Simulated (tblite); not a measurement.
# C4H9B2FO: the cost of one run

Computed with tblite 0.8.0 and PySCF 2.14.0, with density-fitted response routines of our own, on a single molecule in the gas phase. Atoms count from 0, in the outputs and in this text.

## 1. The starting structure

17 atoms, charge 0, multiplicity 1; geometry from: force field or distance geometry start.

Bonds of the start (Å): C0–C1 1.33, C1–F2 1.36, C1–O3 1.40, O3–B4 1.48, B4–B5 1.65, B5–C6 1.58, B5–C7 1.60, C0–H8 1.09, C0–H9 1.09, B4–H10 1.19, C6–H11 1.12, C6–H12 1.11, C6–H13 1.12, C7–H14 1.14, C7–H15 1.09, C7–H16 1.09.

## 2. Optimising the geometry with GFN2-xTB

What the job is given:

```
{"job": {"kind": "relax", "xc": "GFN2-xTB", "basis": "xTB"}, "charge": 0, "multiplicity": 1}
C     -2.964000     0.250200     0.691000
C     -2.286100     0.116300    -0.445800
F     -2.708700    -0.695600    -1.445900
O     -1.073300     0.775900    -0.670300
B      0.053800     0.122300    -1.374600
B      1.388400    -0.161100    -0.439900
C      1.330600    -1.384200     0.559100
C      2.137400     1.154800     0.080000
H     -3.908400    -0.279800     0.833000
H     -2.647400     0.885100     1.512600
H     -0.055600    -0.230200    -2.500800
H      1.537500    -1.024000     1.604100
H      0.336600    -1.880000     0.599100
H      2.124400    -2.151000     0.356900
H      1.310700     1.884200     0.356100
H      2.703200     1.645300    -0.716800
H      2.714100     0.983600     0.992300
```

Started as:

```sh
> OMP_NUM_THREADS=1 python probes_run.py task.json out
```

The driver reads the jobs from task.json and runs them one after another.

Q: Estimate the wall time and peak memory of this first job on 1 thread of AMD EPYC, shared host.

About 1 s, with a peak of 0.18 GiB.
